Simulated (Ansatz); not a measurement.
# AsH₃OZn + H₂S: a complex and its separated parts, part 2 of 3

Ansatz 0.2.0, Gaussian basis.

### Step 9. PBE0-D4/def2-TZVPP

The inputs:

parta/in.yaml

```yaml
crystal:
  periodic: [false, false, false]
  atoms:
    - {symbol: Zn, position_ang: [-1.329798, 0.274482, -0.262500]}
    - {symbol: O, position_ang: [-1.438984, 0.882041, -1.936553]}
    - {symbol: As, position_ang: [-1.401410, -0.466124, 1.971677]}
    - {symbol: H, position_ang: [-0.646311, 0.810868, -2.470603]}
    - {symbol: H, position_ang: [-0.065959, 0.217305, 2.247928]}
    - {symbol: H, position_ang: [-0.706245, -1.763387, 1.570756]}
basis:
  gaussian: {orbitals: def2-TZVPP}
hamiltonian: {xc: pbe0, dispersion: d4}
output: {orbitals: {seedname: orbitals}}
```

partb/in.yaml

```yaml
crystal:
  periodic: [false, false, false]
  atoms:
    - {symbol: S, position_ang: [1.663444, -0.403409, -0.784484]}
    - {symbol: H, position_ang: [1.925429, -0.444159, 0.530409]}
    - {symbol: H, position_ang: [1.999834, 0.892482, -0.866630]}
basis:
  gaussian: {orbitals: def2-TZVPP}
hamiltonian: {xc: pbe0, dispersion: d4}
output: {orbitals: {seedname: orbitals}}
```

Each run has its own folder and the same command.

Command:

```console
$ ansatz run in.yaml --threads 8 --pin off --events-out ev --progress --plain --max-ram 19148MiB
```

Output in parta (excerpt; [...] marks lines left out):

```text
Functional definition: PBE0
  name "PBE0"
  cite "Adamo & Barone, J. Chem. Phys. 110, 6158 (1999) doi:10.1063/1.478522"
  cite "Perdew, Burke & Ernzerhof, Phys. Rev. Lett. 77, 3865 (1996) doi:10.1103/PhysRevLett.77.3865"
  parent pbe
[...]
1335 factors; their error is unknown
[...]
mean field -111342.60148613 eV, -4091.7651338895 hartree, gradient 3.0e-5 eV, S^2 0.000000; 0 other end points of the search recorded, 0 dependent functions left out
reference -111342.60151841 eV, -4091.7651350757 hartree; 37, 37 occupied and 148, 148 virtual orbitals, 1335 factors
Total energy: -111342.68435179 eV, -4091.7681791463 hartree
```

partb printed (excerpt; [...] marks lines left out):

```text
[... 5 set-up lines as earlier in the session ...]
[...]
433 factors; their error is unknown
[...]
mean field -10864.48423240 eV, -399.2624313286 hartree, gradient 4.8e-6 eV, S^2 0.000000; 0 other end points of the search recorded, 0 dependent functions left out
reference -10864.48424901 eV, -399.2624319393 hartree; 9, 9 occupied and 61, 61 virtual orbitals, 433 factors
Total energy: -10864.49642853 eV, -399.2628795283 hartree
```

Wall times: 3 s (parta), 0.45 s (partb) on 8 threads of Intel Xeon at 2.50GHz, shared host; peak memory 0.52 GiB.

### Step 10. B3LYP-D4/def2-TZVPP

The same edit goes into each in.yaml of step 9 (parta, partb):

```diff
-hamiltonian: {xc: pbe0, dispersion: d4}
-output: {orbitals: {seedname: orbitals}}
+hamiltonian: {xc: {name: B3LYP}, dispersion: d4}
```

The same command starts each run, in its folder.

Command:

```console
$ ansatz run in.yaml --threads 8 --pin off --events-out ev --progress --plain --max-ram 19148MiB
```

parta printed (excerpt; [...] marks lines left out):

```text
Functional definition: B3LYP
  name "B3LYP"
  cite "Stephens, Devlin, Chabalowski & Frisch, J. Phys. Chem. 98, 11623 (1994) doi:10.1021/j100096a001"
[... 2 set-up lines as earlier in the session ...]
  cite "Vosko, Wilk & Nusair, Can. J. Phys. 58, 1200 (1980) doi:10.1139/p80-159"
[...]
1308 factors; their error is unknown
[...]
mean field -111361.66035166 eV, -4092.4655342789 hartree, gradient 3.4e-5 eV, S^2 0.000000; 0 other end points of the search recorded, 0 dependent functions left out
reference -111361.66060292 eV, -4092.4655435126 hartree; 37, 37 occupied and 148, 148 virtual orbitals, 1308 factors
Total energy: -111361.82051724 eV, -4092.4714202555 hartree
```

Log of partb (excerpt; [...] marks lines left out):

```text
[... 6 set-up lines as earlier in the session ...]
[...]
414 factors; their error is unknown
[...]
mean field -10868.95565839 eV, -399.4267532030 hartree, gradient 4.0e-6 eV, S^2 0.000000; 0 other end points of the search recorded, 0 dependent functions left out
reference -10868.95581611 eV, -399.4267589993 hartree; 9, 9 occupied and 61, 61 virtual orbitals, 414 factors
Total energy: -10868.98025131 eV, -399.4276569763 hartree
```

Times: 2.4 s (parta), 0.45 s (partb) on 8 threads of Intel Xeon at 2.50GHz, shared host; peak memory 0.52 GiB.

### Step 11. r2SCAN0-D4/def2-TZVPP

Each input of step 10 (parta, partb) changes in the same lines:

```diff
-hamiltonian: {xc: {name: B3LYP}, dispersion: d4}
+hamiltonian: {xc: {name: r2SCAN0}, dispersion: d4}
```

The same command starts each run, in its folder.

Command:

```console
$ ansatz run in.yaml --threads 8 --pin off --events-out ev --progress --plain --max-ram 19148MiB
```

Output in parta (excerpt; [...] marks lines left out):

```text
Functional definition: r2SCAN0
  name "r2SCAN0"
  cite "Bursch, Neugebauer, Ehlert & Grimme, J. Chem. Phys. 156, 134105 (2022) doi:10.1063/5.0086040"
[... 3 set-up lines as earlier in the session ...]
[...]
1335 factors; their error is unknown
[...]
mean field -111355.60139322 eV, -4092.2428716631 hartree, gradient 2.7e-5 eV, S^2 0.000000; 0 other end points of the search recorded, 0 dependent functions left out
reference -111355.60140344 eV, -4092.2428720387 hartree; 37, 37 occupied and 148, 148 virtual orbitals, 1335 factors
Total energy: -111355.62882480 eV, -4092.2438797553 hartree
```

Output in partb (excerpt; [...] marks lines left out):

```text
[... 6 set-up lines as earlier in the session ...]
[...]
433 factors; their error is unknown
[...]
mean field -10867.41044807 eV, -399.3699677712 hartree, gradient 1.2e-5 eV, S^2 0.000000; 0 other end points of the search recorded, 0 dependent functions left out
reference -10867.41045341 eV, -399.3699679675 hartree; 9, 9 occupied and 61, 61 virtual orbitals, 433 factors
Total energy: -10867.41431147 eV, -399.3701097484 hartree
```

Wall times: 4 s (parta), 0.81 s (partb) on 8 threads of Intel Xeon at 2.50GHz, shared host; peak memory 0.52 GiB.

### Step 12. BHLYP-D4/def2-TZVPP

The same edit goes into each in.yaml of step 11 (parta, partb):

```diff
-hamiltonian: {xc: {name: r2SCAN0}, dispersion: d4}
+hamiltonian: {xc: {name: BHLYP}, dispersion: d4}
```

One command serves all of them, each in its own folder.

Command:

```console
$ ansatz run in.yaml --threads 8 --pin off --events-out ev --progress --plain --max-ram 19148MiB
```

parta printed (excerpt; [...] marks lines left out):

```text
Functional definition: BHLYP
  name "BHLYP"
  cite "Becke, J. Chem. Phys. 98, 1372 (1993) doi:10.1063/1.464304"
[... 2 set-up lines as earlier in the session ...]
[...]
1452 factors; their error is unknown
[...]
mean field -111356.28599746 eV, -4092.2680304052 hartree, gradient 7.7e-5 eV, S^2 0.000000; 0 other end points of the search recorded, 0 dependent functions left out
reference -111356.28616603 eV, -4092.2680365999 hartree; 37, 37 occupied and 148, 148 virtual orbitals, 1452 factors
Total energy: -111356.42538889 eV, -4092.2731529455 hartree
```

Output in partb (excerpt; [...] marks lines left out):

```text
[... 5 set-up lines as earlier in the session ...]
[...]
453 factors; their error is unknown
[...]
mean field -10868.25161614 eV, -399.4008801276 hartree, gradient 1.3e-5 eV, S^2 0.000000; 0 other end points of the search recorded, 0 dependent functions left out
reference -10868.25172284 eV, -399.4008840488 hartree; 9, 9 occupied and 61, 61 virtual orbitals, 453 factors
Total energy: -10868.26804999 eV, -399.4014840604 hartree
```

Times: 2.6 s (parta), 0.5 s (partb) on 8 threads of Intel Xeon at 2.50GHz, shared host; peak memory 0.52 GiB.

### Step 13. CAM-B3LYP-D4/def2-TZVPP

Each input of step 12 (parta, partb) changes in the same lines:

```diff
-hamiltonian: {xc: {name: BHLYP}, dispersion: d4}
+hamiltonian: {xc: {name: CAM-B3LYP}, dispersion: d4}
```

The same command starts each run, in its folder.

Command:

```console
$ ansatz run in.yaml --threads 8 --pin off --events-out ev --progress --plain --max-ram 19148MiB
```

parta printed (excerpt; [...] marks lines left out):

```text
Functional definition: CAM-B3LYP
  name "CAM-B3LYP"
  cite "Yanai, Tew & Handy, Chem. Phys. Lett. 393, 51 (2004) doi:10.1016/j.cplett.2004.06.011"
  cite "Iikura, Tsuneda, Yanai & Hirao, J. Chem. Phys. 115, 3540 (2001) doi:10.1063/1.1383587"
[... 2 set-up lines as earlier in the session ...]
[...]
1283 factors; their error is unknown
231 factors; integrals over basis functions are off by at most 6.0e-5 eV
[...]
mean field -111364.72804895 eV, -4092.5782700752 hartree, gradient 3.5e-5 eV, S^2 0.000000; 0 other end points of the search recorded, 0 dependent functions left out
reference -111364.72817114 eV, -4092.5782745654 hartree; 37, 37 occupied and 148, 148 virtual orbitals, 1283 factors
Total energy: -111364.81390186 eV, -4092.5814251115 hartree
```

Output in partb (excerpt; [...] marks lines left out):

```text
[... 6 set-up lines as earlier in the session ...]
[...]
  # Exact exchange under (alpha + beta erf(omega r))/r, Becke's under what is left of 1/r.
[...]
414 factors; their error is unknown
87 factors; integrals over basis functions are off by at most 9.9e-5 eV
[...]
mean field -10868.61808757 eV, -399.4143477042 hartree, gradient 1.9e-5 eV, S^2 0.000000; 0 other end points of the search recorded, 0 dependent functions left out
reference -10868.61816465 eV, -399.4143505369 hartree; 9, 9 occupied and 61, 61 virtual orbitals, 414 factors
Total energy: -10868.63011992 eV, -399.4147898849 hartree
```

They took 3.3 s (parta), 0.65 s (partb) on 8 threads of Intel Xeon at 2.50GHz, shared host; peak memory 0.52 GiB.

### Step 14. wB97X-V/def2-TZVPP

Each input of step 13 (parta, partb) changes in the same lines:

```diff
-hamiltonian: {xc: {name: CAM-B3LYP}, dispersion: d4}
+hamiltonian: {xc: {name: wB97X-V}}
```

The same command starts each run, in its folder.

Command:

```console
$ ansatz run in.yaml --threads 8 --pin off --events-out ev --progress --plain --max-ram 19148MiB
```

parta printed (excerpt; [...] marks lines left out):

```text
Functional definition: wB97X-V
  name "wB97X-V"
  cite "Mardirossian & Head-Gordon, Phys. Chem. Chem. Phys. 16, 9904 (2014) doi:10.1039/C3CP54374A"
[... 2 set-up lines as earlier in the session ...]
[...]
      + integral(e_c_pw_opposite_spin*poly(b97_u_opposite, cos0, cos1)) + vv10(b, c)
1273 factors; their error is unknown
217 factors; integrals over basis functions are off by at most 2.6e-5 eV
[...]
mean field -111348.01430286 eV, -4091.9640512352 hartree, gradient 1.7e-5 eV, S^2 0.000000; 0 other end points of the search recorded, 0 dependent functions left out
reference -111348.01430084 eV, -4091.9640511609 hartree; 37, 37 occupied and 148, 148 virtual orbitals, 1273 factors
Total energy: -111348.01430084 eV, -4091.9640511609 hartree
```

Output in partb (excerpt; [...] marks lines left out):

```text
[... 5 set-up lines as earlier in the session ...]
[...]
      + integral(e_c_pw_opposite_spin*poly(b97_u_opposite, cos0, cos1)) + vv10(b, c)
409 factors; their error is unknown
87 factors; integrals over basis functions are off by at most 4.4e-5 eV
[...]
mean field -10866.66389075 eV, -399.3425322957 hartree, gradient 7.8e-5 eV, S^2 0.000000; 0 other end points of the search recorded, 0 dependent functions left out
reference -10866.66388959 eV, -399.3425322529 hartree; 9, 9 occupied and 61, 61 virtual orbitals, 409 factors
Total energy: -10866.66388959 eV, -399.3425322529 hartree
```

They took 8.1 s (parta), 0.91 s (partb) on 8 threads of Intel Xeon at 2.50GHz, shared host; peak memory 0.52 GiB.

### Step 15. wB97M-V/def2-TZVPP

Each input of step 14 (parta, partb) changes in the same lines:

```diff
-hamiltonian: {xc: {name: wB97X-V}}
+hamiltonian: {xc: {name: wB97M-V}}
```

One command serves all of them, each in its own folder.

Command:

```console
$ ansatz run in.yaml --threads 8 --pin off --events-out ev --progress --plain --max-ram 19148MiB
```

parta printed (excerpt; [...] marks lines left out):

```text
Functional definition: wB97M-V
  name "wB97M-V"
  cite "Mardirossian & Head-Gordon, J. Chem. Phys. 144, 214110 (2016) doi:10.1063/1.4952647"
[... 2 set-up lines as earlier in the session ...]
  # Of w^i u^j: cxij and so on, Table III.
[...]
  gx(w, u) = 1 - cx + cx01*u + cx10*w
[...]
1268 factors; their error is unknown
217 factors; integrals over basis functions are off by at most 2.6e-5 eV
[...]
mean field -111352.12339795 eV, -4092.1150576944 hartree, gradient 6.8e-5 eV, S^2 0.000000; 0 other end points of the search recorded, 0 dependent functions left out
reference -111352.12344735 eV, -4092.1150595099 hartree; 37, 37 occupied and 148, 148 virtual orbitals, 1268 factors
Total energy: -111352.12344735 eV, -4092.1150595099 hartree
```

partb printed (excerpt; [...] marks lines left out):

```text
[... 5 set-up lines as earlier in the session ...]
  # Of w^i u^j: cxij and so on, Table III.
[...]
  gx(w, u) = 1 - cx + cx01*u + cx10*w
[...]
      + integral(e_c_pw_mod_opposite_spin*gos(b97_w_opposite, b97_u_opposite)) + vv10(b, c)
409 factors; their error is unknown
87 factors; integrals over basis functions are off by at most 4.4e-5 eV
[...]
mean field -10867.51056671 eV, -399.3736470633 hartree, gradient 7.8e-6 eV, S^2 0.000000; 0 other end points of the search recorded, 0 dependent functions left out
reference -10867.51059488 eV, -399.3736480986 hartree; 9, 9 occupied and 61, 61 virtual orbitals, 409 factors
Total energy: -10867.51059488 eV, -399.3736480986 hartree
```

Wall times: 7.5 s (parta), 0.96 s (partb) on 8 threads of Intel Xeon at 2.50GHz, shared host; peak memory 0.53 GiB.

### Step 16. B2PLYP/def2-TZVPP

parta/in.yaml, as its differences from that of step 15:

```diff
@@ -11,2 +11,3 @@
   gaussian: {orbitals: def2-TZVPP}
-hamiltonian: {xc: {name: wB97M-V}}
+hamiltonian: {xc: {name: B2PLYP}}
+correlation: {frozen_orbitals: {As: 9, H: 0, O: 1, Zn: 9}}
```

partb/in.yaml, as its differences from that of step 15:

```diff
@@ -8,2 +8,2 @@
   gaussian: {orbitals: def2-TZVPP}
-hamiltonian: {xc: {name: wB97M-V}}
+hamiltonian: {xc: {name: B2PLYP}}
```

The same command starts each run, in its folder.

Command:

```console
$ ansatz run in.yaml --threads 8 --pin off --events-out ev --progress --plain --max-ram 19148MiB
```

Output in parta (excerpt; [...] marks lines left out):

```text
Functional definition: B2PLYP
  name "B2PLYP"
  cite "Grimme, J. Chem. Phys. 124, 034108 (2006) doi:10.1063/1.2148954"
[... 2 set-up lines as earlier in the session ...]
[...]
1202 factors; integrals over basis functions are off by at most 8.4e-4 eV
[...]
mean field -111330.89410740 eV, -4091.3348956564 hartree, gradient 6.7e-6 eV, S^2 0.000000; 0 other end points of the search recorded, 0 dependent functions left out
19 core orbitals not correlated: weight in the atoms' cores, before any rotation towards them, 1.000 or more for the frozen orbitals, at most 0.000 for the correlated occupied ones
reference -111330.89426486 eV, -4091.3349014431 hartree; 18, 18 occupied and 148, 148 virtual orbitals, 1202 factors
second order -33.40737691 eV of doubles, -0.00000000 eV of singles
Total energy: -111339.91425662 eV, -4091.6663800264 hartree
```

Log of partb (excerpt; [...] marks lines left out):

```text
[... 5 set-up lines as earlier in the session ...]
[...]
386 factors; integrals over basis functions are off by at most 7.9e-4 eV
[...]
mean field -10863.10107651 eV, -399.2116012875 hartree, gradient 3.7e-6 eV, S^2 0.000000; 0 other end points of the search recorded, 0 dependent functions left out
5 core orbitals not correlated: weight in the atoms' cores, before any rotation towards them, 1.000 or more for the frozen orbitals, at most 0.000 for the correlated occupied ones
reference -10863.10117641 eV, -399.2116049586 hartree; 4, 4 occupied and 61, 61 virtual orbitals, 386 factors
second order -6.35680620 eV of doubles, -0.00000000 eV of singles
Total energy: -10864.81751408 eV, -399.2746792048 hartree
```

Wall times: 6 s (parta), 0.71 s (partb) on 8 threads of Intel Xeon at 2.50GHz, shared host; peak memory 0.52 GiB.

[end of part 2 of 3]
